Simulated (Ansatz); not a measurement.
# ZrTaTe4: the cost of one run

Program: Ansatz 0.2.0. Level of theory: DFT r²SCAN without U, plane waves, PAW, no spin–orbit coupling unless a run says so. These are calculated values, not measurements.

## Step 1: The starting structure

Symmetry: P-3m1, No. 164, trigonal system. Conventional cell: a = 3.833 Å, b = 3.833 Å, c = 14.508 Å, α = 90.00°, β = 90.00°, γ = 120.00°. Ta (site symmetry -3m) is surrounded by 6 Te at 2.83 Å. Te (site symmetry 3m) is surrounded by 3 Ta at 2.83 Å. Te (site symmetry 3m) is surrounded by 3 Zr at 2.90 Å. Around Zr (site symmetry -3m) lie 6 Te at 2.90 Å.

As a file:

```xyz
6
Lattice="3.8325 0.0000 0.0000 -1.9163 3.3191 0.0000 0.0000 0.0000 14.5082" Properties=species:S:1:pos:R:3 pbc="T T T"
Ta    0.0000    0.0000    0.0000
Te    0.0000    2.2127   12.7386
Te    0.0000    2.2127    5.3872
Te    1.9163    1.1064    9.1210
Te    1.9163    1.1064    1.7696
Zr    0.0000    0.0000    7.2541
```

Magnetic order typed: ferromagnetic.

## Step 2: From atoms, symmetry kept, no search

input.yaml

```yaml
crystal:
  lattice:
    - [3.83252582, 0.0, 0.0]
    - [-1.91626291, 3.31906472, 0.0]
    - [0.0, 0.0, 14.5082059]
  atoms:
    - { symbol: Ta, position: [0.0, 0.0, 0.0], spin: 1.0 }
    - { symbol: Te, position: [0.3333333333, 0.6666666667, 0.87803] }
    - { symbol: Te, position: [0.3333333333, 0.6666666667, 0.37132] }
    - { symbol: Te, position: [0.6666666667, 0.3333333333, 0.62868] }
    - { symbol: Te, position: [0.6666666667, 0.3333333333, 0.12197] }
    - { symbol: Zr, position: [0.0, 0.0, 0.5] }
basis:
  ecutwfc: 500
  ecutrho_ratio: 4
kpoints:
  mp_grid: { grid: [6, 6, 2] }
hamiltonian:
  xc: r2scan
scf:
  occupations: { method: gaussian, width: 0.05 }
  lower_state_search: "off"
  max_iter: 150
output:
  forces: true
  stress: true
  eigenvalues: true
  populations: true
  hubbard: { sites: [{ site: 0, l: d }] }
magnetization:
  spin_polarized: true
```

Run with:

```
> ansatz run input.yaml --threads 8 --pin off --max-ram 12288MiB --backend cpu --events-out ev --progress --plain --runs-dir out
```

Q: Estimate wall time and peak memory on 8 threads of Arm Neoverse V2, shared host.

About 12 s, with a peak of 1.4 GiB.
